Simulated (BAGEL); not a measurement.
**SiNH3ClO (SMILES N[Si](O)Cl): UHF/STO-3G (density fitting with qzvpp-jkfit)**

Aim: the vertical doublet–quartet gap of SiNH3ClO at UHF/STO-3G (density fitting with qzvpp-jkfit), from 2 runs. 

The calculation is run with BAGEL 1.2.2.

2 further runs of the same task are left out: 2 set aside as unsound or not needed.

### 1 The structure to begin with

SiNH3ClO: 7 atoms, total charge 0, spin state doublet. As SMILES, `N[Si](O)Cl`. The coordinates come from a PBE0-D4/def2-TZVP relaxation. This is one conformer, not always the lowest.

Bond lengths: N1–Si2 1.702 Å, Si2–O3 1.644 Å, Si2–Cl4 2.075 Å, N1–H5 1.007 Å, N1–H6 1.008 Å, O3–H7 0.959 Å. Angles: N1–Si2–O3 104.8°, N1–Si2–Cl4 106.6°, O3–Si2–Cl4 113.4°, Si2–N1–H5 120.6°, Si2–N1–H6 120.0°, Si2–O3–H7 116.2°, H5–N1–H6 112.6°.

### 2 The energy at UHF/STO-3G (density fitting with qzvpp-jkfit)

job.json reads:

```json
{ "bagel": [

{
  "title": "molecule",
  "basis": "sto-3g",
  "df_basis": "qzvpp-jkfit",
  "angstrom": true,
  "geometry": [
    { "atom": "N", "xyz": [      -0.447500,       1.069800,       0.302600 ] },
    { "atom": "Si", "xyz": [       0.431300,      -0.174700,      -0.456100 ] },
    { "atom": "O", "xyz": [       0.600600,      -1.333300,       0.697400 ] },
    { "atom": "Cl", "xyz": [      -0.699600,      -0.791500,      -2.082600 ] },
    { "atom": "H", "xyz": [      -0.895900,       1.786700,      -0.243500 ] },
    { "atom": "H", "xyz": [      -0.176100,       1.392700,       1.217800 ] },
    { "atom": "H", "xyz": [       1.248400,      -2.017700,       0.518600 ] }
  ]
},

{
  "title": "uhf",
  "nopen": 1
},

{
  "title": "print",
  "file": "orbitals.molden",
  "orbitals": true
}

]}
```

On the command line:

```
BAGEL_NUM_THREADS=1 BAGEL job.json > job.out
```

The log of the run:

```text
* using 1 threads per process

  ===============================================================
  ===============================================================

  *** Geometry ***

  { "atom" : "N", "xyz" : [     -0.845652,      2.021629,      0.571831 ] },
  { "atom" : "Si", "xyz" : [      0.815039,     -0.330135,     -0.861904 ] },
  { "atom" : "O", "xyz" : [      1.134970,     -2.519572,      1.317895 ] },
  { "atom" : "Cl", "xyz" : [     -1.322052,     -1.495718,     -3.935544 ] },
  { "atom" : "H", "xyz" : [     -1.693006,      3.376374,     -0.460148 ] },
  { "atom" : "H", "xyz" : [     -0.332781,      2.631822,      2.301308 ] },
  { "atom" : "H", "xyz" : [      2.359134,     -3.812900,      0.980012 ] },

  Number of auxiliary basis functions:      464

  Since a DF basis is specified, we compute 2- and 3-index integrals:
    o Being stored without compression. Storage requirement is 0.004 GB

  Number of basis functions:       31
  Number of electrons      :       49

    * METHOD: MOLECULE                             0.13

  *** Open-shell HF ***

  === Nuclear Repulsion ===
   215.5121259053

      * DIIS with orbital gradients will be used.

  === UHF iteration (sto-3g) ===
      0       -869.47639321          0.02718949           0.03
      1       -869.54817240          0.00747713           0.03
      2       -869.55508800          0.00257461           0.03
      3       -869.55599425          0.00079874           0.03
      4       -869.55635302          0.00025572           0.03
      5       -869.55640583          0.00006949           0.03
      6       -869.55641077          0.00002477           0.03
      7       -869.55641160          0.00001228           0.03
      8       -869.55641181          0.00000343           0.03
      9       -869.55641184          0.00000137           0.03
     10       -869.55641184          0.00000056           0.03
     11       -869.55641184          0.00000025           0.03
     12       -869.55641184          0.00000008           0.04
     13       -869.55641184          0.00000003           0.03
     14       -869.55641184          0.00000002           0.04
     15       -869.55641184          0.00000001           0.03
    * SCF iteration converged.

    * S^2 (UHF) is 0.7567

    * Permanent dipole moment:
           (   -1.280952,    -0.599860,    -0.609957) a.u.

    * METHOD: UHF                                  0.59

    * METHOD: PRINT                                0.00

  ===============================================================
```

It took 0.88 s on 1 thread of Arm Neoverse V2, shared host; peak memory 0.08 GiB.

### 3 The quartet

input.json reads:

```json
{ "bagel" : [

{
  "title" : "molecule",
  "basis" : "sto-3g",
  "df_basis" : "qzvpp-jkfit",
  "angstrom" : true,
  "geometry" : [
    { "atom" : "N", "xyz" : [      -0.447500,       1.069800,       0.302600 ] },
    { "atom" : "Si", "xyz" : [       0.431300,      -0.174700,      -0.456100 ] },
    { "atom" : "O", "xyz" : [       0.600600,      -1.333300,       0.697400 ] },
    { "atom" : "Cl", "xyz" : [      -0.699600,      -0.791500,      -2.082600 ] },
    { "atom" : "H", "xyz" : [      -0.895900,       1.786700,      -0.243500 ] },
    { "atom" : "H", "xyz" : [      -0.176100,       1.392700,       1.217800 ] },
    { "atom" : "H", "xyz" : [       1.248400,      -2.017700,       0.518600 ] }
  ]
},

{ "title" : "uhf", "nopen" : 3 },

{ "title" : "print", "file" : "orbitals.molden", "orbitals" : true }

]}
```

On the command line:

```
BAGEL_NUM_THREADS=1 BAGEL input.json > input.out
```

The log of the run:

```text
* using 1 threads per process

  ===============================================================
  ===============================================================

  *** Geometry ***

  { "atom" : "N", "xyz" : [     -0.845652,      2.021629,      0.571831 ] },
  { "atom" : "Si", "xyz" : [      0.815039,     -0.330135,     -0.861904 ] },
  { "atom" : "O", "xyz" : [      1.134970,     -2.519572,      1.317895 ] },
  { "atom" : "Cl", "xyz" : [     -1.322052,     -1.495718,     -3.935544 ] },
  { "atom" : "H", "xyz" : [     -1.693006,      3.376374,     -0.460148 ] },
  { "atom" : "H", "xyz" : [     -0.332781,      2.631822,      2.301308 ] },
  { "atom" : "H", "xyz" : [      2.359134,     -3.812900,      0.980012 ] },

  Number of auxiliary basis functions:      464

  Since a DF basis is specified, we compute 2- and 3-index integrals:
    o Being stored without compression. Storage requirement is 0.004 GB

  Number of basis functions:       31
  Number of electrons      :       49

    * METHOD: MOLECULE                             0.13

  *** Open-shell HF ***

  === Nuclear Repulsion ===
   215.5121259053

      * DIIS with orbital gradients will be used.

  === UHF iteration (sto-3g) ===
      0       -869.10793264          0.02710988           0.03
      1       -869.18450333          0.01020565           0.03
      2       -869.19784501          0.00410956           0.03
      3       -869.20076674          0.00148884           0.03
      4       -869.20286218          0.00064873           0.03
      5       -869.20349281          0.00038629           0.03
      6       -869.20381760          0.00022322           0.03
      7       -869.20394051          0.00010842           0.03
      8       -869.20397734          0.00004918           0.03
      9       -869.20398474          0.00003620           0.03
     10       -869.20398881          0.00002803           0.03
     11       -869.20399324          0.00001932           0.03
     12       -869.20399575          0.00000982           0.03
     13       -869.20399638          0.00000386           0.03
     14       -869.20399645          0.00000185           0.03
     15       -869.20399646          0.00000104           0.03
     16       -869.20399646          0.00000037           0.03
     17       -869.20399646          0.00000019           0.03
     18       -869.20399646          0.00000008           0.03
     19       -869.20399646          0.00000005           0.03
     20       -869.20399646          0.00000002           0.03
     21       -869.20399646          0.00000001           0.03
    * SCF iteration converged.

    * S^2 (UHF) is 3.7599

    * Permanent dipole moment:
           (   -0.850087,    -2.235609,    -1.840146) a.u.

    * METHOD: UHF                                  0.80

    * METHOD: PRINT                                0.00

  ===============================================================
```

Wall time 1.1 s (1 thread of Arm Neoverse V2, shared host); peak memory 0.08 GiB.

### 4 Outcome

At UHF/STO-3G (density fitting with qzvpp-jkfit):

| quantity | value |
| --- | --- |
| doublet: total energy | -869.55641 Eh |
| doublet: dipole moment | 3.92 D |
| doublet: ⟨S²⟩ | 0.757 |
| quartet: total energy | -869.20400 Eh |
| quartet: dipole moment | 7.67 D |
| quartet: ⟨S²⟩ | 3.760 |
| vertical energy of the quartet above the doublet | 9.590 eV |

At this shape the quartet lies 9.59 eV (925 kJ/mol) above the doublet. In a minimal basis such a difference can be off by several eV, whatever the method.
